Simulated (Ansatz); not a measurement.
**BrHOSi: small, medium and large basis sets**

One table from this session's results is given with a row withheld; the runs are named, their logs left out.

The runs use Ansatz 0.2.0, Gaussian basis; one geometry, several basis sets.

The runs, in order: PBE0-D4/def2-SVP; ωB97M-V/def2-SVP; PBE0-D4/def2-QZVPP; ωB97M-V/def2-QZVPP; the functionals' def2-TZVPP values are taken from earlier runs.

## Structure used throughout

All runs share one geometry, relaxed beforehand with PBE0-D4 in a triple-zeta def2 set.

SMILES `O[Si]Br`, 4 atoms, charge 0, spin multiplicity 1.

Atoms are counted from 1 here; the program's logs count them from 0.

Bond lengths: O1–Si2 1.635 Å, O1–H4 0.963 Å, Si2–Br3 2.289 Å. Angles: Si2–O1–H4 120.7°, O1–Si2–Br3 101.2°.

Set-up of the first run:

Input file in.yaml:

```yaml
crystal:
  periodic: [false, false, false]
  atoms:
    - {symbol: O, position_ang: [-0.885206, 0.465063, -0.454500]}
    - {symbol: Si, position_ang: [-0.590515, -0.799573, 0.539768]}
    - {symbol: Br, position_ang: [1.692581, -0.725172, 0.691617]}
    - {symbol: H, position_ang: [-0.161361, 0.999382, -0.797184]}
basis:
  gaussian: {orbitals: def2-SVP}
hamiltonian: {xc: pbe0, dispersion: d4}
output: {orbitals: {seedname: orbitals}}
```

Steps of the session up to this table: PBE0-D4 in def2-SVP; ωB97M-V in def2-SVP; PBE0-D4 in def2-QZVPP; ωB97M-V in def2-QZVPP.

One of the session's tables, all rows but one given; the rest of the session is left out.

It belongs to the step «Functionals by basis». 

| functional | basis | HOMO (eV) | LUMO (eV) |
| --- | --- | --- | --- |
| PBE0-D4 | def2-SVP | ? | ? |
| PBE0-D4 | def2-TZVPP | -7.54 | -2.17 |
| PBE0-D4 | def2-QZVPP | -7.57 | -2.21 |
| ωB97M-V | def2-SVP | -9.45 | 0.05 |
| ωB97M-V | def2-TZVPP | -9.59 | -0.16 |
| ωB97M-V | def2-QZVPP | -9.62 | -0.25 |

Q: Estimate the row for PBE0-D4, def2-SVP from the others.

As computed: HOMO (eV): -7.43; LUMO (eV): -2.05. In the column «HOMO (eV)» it is the highest.
